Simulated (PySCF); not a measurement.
# Sr¹⁸⁺, Sr¹⁹⁺: ionisation energy in even-tempered 19s12p8d4f3g

Aim: the ionisation energy of strontium from differences of total energies, at each level of theory, and how far each lands from the tabulated value where there is one.

Method: unrestricted determinants in a Gaussian basis, no spin-orbit coupling in the energies. Code: PySCF 2.14.0.

## 1. What is computed

```
Element                                   : strontium (Z = 38)
Basis                                     : an uncontracted even-tempered set (19 s from 1.7 bohr⁻², ratio 2.5; 12 p from 2.2 bohr⁻², ratio 2.5; 8 d from 2.2 bohr⁻², ratio 2.5; 4 f from 7.7 bohr⁻², ratio 2.7; 3 g from 12 bohr⁻², ratio 2.7)
Hamiltonian                               : scalar relativity by spin-free X2C-1e
State 1                                   : Sr¹⁸⁺: [Ar] 3d2, high-spin 3F determinant
State 2                                   : Sr¹⁹⁺: [Ar] 3d1, 2D determinant
Methods                                   : CCSD(T)
Core shells frozen in the correlated runs : outer shells: [Ne] (for Sr¹⁸⁺)
```

The outer shells:

Sr18+ [Ar] 3d2
```
[Ar] core
3d [↑ ][↑ ][  ][  ][  ]
```

Sr19+ [Ar] 3d1
```
[Ar] core
3d [↑ ][  ][  ][  ][  ]
```

The runs were made by one driver on top of PySCF. The scripts below sum up each run's settings (the driver also hands on starting orbitals that pick excited configurations, and frozen orbitals as a list rather than a count), and the logs come from the driver's own runs. The driver starts from symmetry-adapted Hartree-Fock orbitals, holds the occupation by maximum overlap and uses a logarithmic radial grid for functionals, so a plain start would take other cycles.

The driver's launch:

```
$ OMP_NUM_THREADS=1 python atomrun2.py TASK.json OUT
```

The integrals over 150 functions and the set-up took 1.8 s of CPU time.

## 2. Sr¹⁸⁺: CCSD(T) (outer shells)

#### CCSD(T) (outer shells)

input.py reads:

```python
from pyscf import gto, scf, dft, mp, cc
mol = gto.M(atom="Sr 0 0 0", charge=18, spin=2, symmetry="D2h",
            basis=gto.etbs([(0, 19, 1.7, 2.5), (1, 12, 2.2, 2.5), (2, 8, 2.2, 2.5), (3, 4, 7.7, 2.7), (4, 3, 12, 2.7)]),
            nucmod="G")
mf = scf.UHF(mol).sfx2c1e()
mf.irrep_nelec = {'Ag': (4, 3), 'B1g': (1, 0), 'B1u': (2, 2), 'B2u': (2, 2), 'B3u': (2, 2)}
mf.kernel()
mycc = cc.CCSD(mf, frozen=5).run()
mycc.ccsd_t()
```

## 3. Sr¹⁹⁺: CCSD(T) (outer shells)

#### CCSD(T) (outer shells)

input.py reads:

```python
from pyscf import gto, scf, dft, mp, cc
mol = gto.M(atom="Sr 0 0 0", charge=19, spin=1, symmetry="D2h",
            basis=gto.etbs([(0, 19, 1.7, 2.5), (1, 12, 2.2, 2.5), (2, 8, 2.2, 2.5), (3, 4, 7.7, 2.7), (4, 3, 12, 2.7)]),
            nucmod="G")
mf = scf.UHF(mol).sfx2c1e()
mf.irrep_nelec = {'Ag': (3, 3), 'B1g': (1, 0), 'B1u': (2, 2), 'B2u': (2, 2), 'B3u': (2, 2)}
mf.kernel()
mycc = cc.CCSD(mf, frozen=5).run()
mycc.ccsd_t()
```

**Question.** What will these runs give?

**Answer**, as computed:

```
                quantity                                                            value
ionisation energy, Sr¹⁸⁺  UHF 720.66, CCSD(T) (outer shells) 720.64 eV; reference 722 ± 3
```

Accuracy by level (over 1 difference):

```
                method  mean absolute miss against CCSD(T) (outer shells) (eV)
                   UHF                                                   0.018
    MP2 (outer shells)                                                   0.148
SCS-MP2 (outer shells)                                                   0.074
   CCSD (outer shells)                                                   0.020
CCSD(T) (outer shells)                                                   0.000
```

What this shows: The methods span 0.148 eV, from CCSD(T) (outer shells) (720.64) to MP2 (outer shells) (720.79). The reference is uncertain or not like for like (spin-orbit coupling or other relativistic terms), so no ranking of close methods is drawn. All values hold for this basis alone; no basis-set limit was taken.
